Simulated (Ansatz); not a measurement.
# C2H6GeSn: up Jacob's ladder to CCSD(T)

Aim: compute C2H6GeSn with functionals from several rungs and with coupled cluster. The yardstick is the atomisation energy at the CCSD(T) limit.

Method: functionals in def2-TZVPP, the program's frozen cores in correlated methods; program: Ansatz 0.2.0, Gaussian basis.

The runs, in order: LDA (SPW92), PBE-D4, revPBE-D4, BLYP-D4, r2SCAN-D4, B97M-V, PBE0-D4, B3LYP-D4, r2SCANh-D4, r2SCAN0-D4, HSE06-D4, BHLYP-D4, CAM-B3LYP-D4, LC-ωPBE, ωB97X-V, ωB97M-V, B2PLYP, PBE-QIDH; CCSD(T)/def2-SVP; CCSD(T)/def2-TZVPP; MP2/def2-QZVPP; extrapolation to the limit; RPA on PBE.

### 1 The geometry

An earlier PBE0-D4 in a triple-zeta def2 set relaxation fixed the geometry. Sn takes the def2 core potential; no spin-orbit term is included.

SMILES `C=[C]1[GeH2][SnH2]1`, 10 atoms, charge 0, spin multiplicity 1.

Atoms are counted from 1 here; the program's logs count them from 0.

Bond lengths: C1–C2 1.323 Å, C1–H5 1.090 Å, C1–H6 1.089 Å, C2–Ge3 1.964 Å, C2–Sn4 2.157 Å, Ge3–Sn4 2.561 Å, Ge3–H7 1.537 Å, Ge3–H8 1.537 Å, Sn4–H9 1.703 Å, Sn4–H10 1.703 Å. Angles: C2–C1–H5 122.1°, C2–C1–H6 122.2°, H5–C1–H6 115.7°, C1–C2–Ge3 139.3°, C1–C2–Sn4 144.0°, Ge3–C2–Sn4 76.7°, C2–Ge3–Sn4 55.1°, C2–Ge3–H7 116.8°, C2–Ge3–H8 116.8°, Sn4–Ge3–H7 121.9°, Sn4–Ge3–H8 122.0°, H7–Ge3–H8 112.1°, C2–Sn4–Ge3 48.3°, C2–Sn4–H9 116.9°, C2–Sn4–H10 116.9°, Ge3–Sn4–H9 122.8°, Ge3–Sn4–H10 122.8°, H9–Sn4–H10 112.5°.

### 2 LDA

This LDA is Slater exchange with PW92 correlation.

File in.yaml:

```yaml
crystal:
  periodic: [false, false, false]
  atoms:
    - {symbol: C, position_ang: [-1.459654, 0.772678, -0.878765]}
    - {symbol: C, position_ang: [-0.428311, 0.220338, -0.261619]}
    - {symbol: Ge, position_ang: [0.473671, -1.519377, -0.136230]}
    - {symbol: Sn, position_ang: [1.191681, 0.598770, 1.111850]}
    - {symbol: H, position_ang: [-2.098337, 0.208129, -1.558030]}
    - {symbol: H, position_ang: [-1.725778, 1.819277, -0.741754]}
    - {symbol: H, position_ang: [-0.296790, -2.650818, 0.562642]}
    - {symbol: H, position_ang: [1.208743, -2.011396, -1.393098]}
    - {symbol: H, position_ang: [0.772686, 0.899273, 2.734469]}
    - {symbol: H, position_ang: [2.445189, 1.612026, 0.563435]}
basis:
  gaussian: {orbitals: def2-TZVPP}
hamiltonian: {xc: lda}
output: {orbitals: {seedname: orbitals}}
```

Further steps of the session: PBE-D4 (GGA); revPBE-D4 (GGA); BLYP-D4 (GGA); r2SCAN-D4 (meta-GGA); B97M-V (meta-GGA); PBE0-D4 (hybrid); B3LYP-D4 (hybrid); r2SCANh-D4 (hybrid); r2SCAN0-D4 (hybrid); HSE06-D4 (hybrid); BHLYP-D4 (hybrid); CAM-B3LYP-D4 (range-separated); LC-ωPBE (range-separated); ωB97X-V (range-separated); ωB97M-V (range-separated); B2PLYP (double hybrid); PBE-QIDH (double hybrid); CCSD(T) in def2-SVP; CCSD(T) in def2-TZVPP; MP2 in def2-QZVPP; RPA on PBE orbitals.

Q: Predict the results of all the runs planned. Wanted: atomisation energy, CCSD(T)/CBS; farthest beyond LDA; mean size of error, GGA; mean size of error, meta-GGA; mean size of error, hybrid; mean size of error, range-separated; mean size of error, double hybrid; gap, smallest and largest; T1 diagnostic.

**Answer**, as computed:

| quantity | value |
| --- | --- |
| atomisation energy, CCSD(T)/CBS | 3119.2 kJ/mol |
| functionals within 31.2 kJ/mol (1.0 %) | PBE-D4, r2SCAN-D4, B97M-V, PBE0-D4, r2SCANh-D4, HSE06-D4, CAM-B3LYP-D4, ωB97X-V |
| farthest beyond LDA | BHLYP-D4 (-116.2 kJ/mol) |
| mean size of error, GGA | 43.6 kJ/mol |
| mean size of error, meta-GGA | 18.1 kJ/mol |
| mean size of error, hybrid | 48.0 kJ/mol |
| mean size of error, range-separated | 34.1 kJ/mol |
| mean size of error, double hybrid | 56.0 kJ/mol |
| gap, smallest and largest | 3.69 eV (LDA (SPW92)), 9.93 eV (LC-ωPBE) |
| T1 diagnostic | 0.0137 |
| triples share of the correlation energy | 4.0 % |

What this shows: LDA overbinds by 451.1 kJ/mol (14 %). PBE-D4 is off by +24.9 kJ/mol. Double hybrids carry the basis error of their MP2 part in triple zeta, and no dispersion term here, so their miss is partly the set-up's. By mean error the best rung here is meta-GGA (18.1 kJ/mol) and the worst beyond LDA is double hybrid (56.0 kJ/mol). Misses under about 31.2 kJ/mol are within the doubt on the reference itself, which lacks core-valence correlation, spin-orbit coupling and higher excitations, and its outer-core shells are covered unevenly. All levels share the lack of spin-orbit coupling, which lowers the free heavy atoms and so the true binding. Hartree-Fock recovers 70 % of the binding; the rest is correlation. CCSD(T) in def2-SVP is off by -205.5 kJ/mol, which most functionals beat. Orbital gaps span 3.7 to 9.9 eV; exact exchange widens them. The restricted reference is unstable towards a spin-broken one. Correlated methods include outer-core shells of Ge, Sn, which these sets cover unevenly.
